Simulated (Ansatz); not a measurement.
The system is GeCN2.

```
Ge N C
1.0
     1.79379    1.03565    4.92196
    -1.79379    1.03565    4.92196
     0.00000   -2.07129    4.92196
Ge N C
1 2 1
Cartesian
  0.0000 0.0000 0.0000
  0.0000 0.0000 8.6219
  0.0000 0.0000 6.1440
  0.0000 0.0000 7.3829
```

The cell comes from a database or a generator and needn't be the stable form of this composition.

Base run:

| Item | Value |
| --- | --- |
| Program | Ansatz 0.2.0 |
| Functional | LDA |
| Potentials or basis | Ansatz PAW |
| Cutoff | 420 eV (not typed: the program's choice for these potentials) |
| k mesh | 9 × 9 × 9 |
| Occupations | fermi-dirac, width 0.05 eV |
| Spin | no spin polarisation |

Its results: band gap on the k mesh 0.97 eV, indirect (least direct gap 1.78 eV); pressure -6.7 GPa; largest force 0.332 eV/Å.

Task: The run is repeated on the same cell with these changes: functional from LDA to r2SCAN; cutoff from 420 eV (not typed: the program's choice for these potentials) to 500 eV (not typed: the program's choice for these potentials). What comes out?

Result: Band gap on the k mesh 1.20 eV, indirect (least direct gap 2.13 eV); pressure -3.2 GPa; largest force 0.501 eV/Å.

r2SCAN gives the wider gap, since meta-GGAs in the generalised Kohn-Sham scheme recover part of the derivative discontinuity.

Caveats: the PAW data sets come from PBE, with cores solved anew for the run's functional, which leaves a small shift of forces and pressure; the k mesh misses the band edges, so the gap on the mesh is wider than the one along the path (some runs).
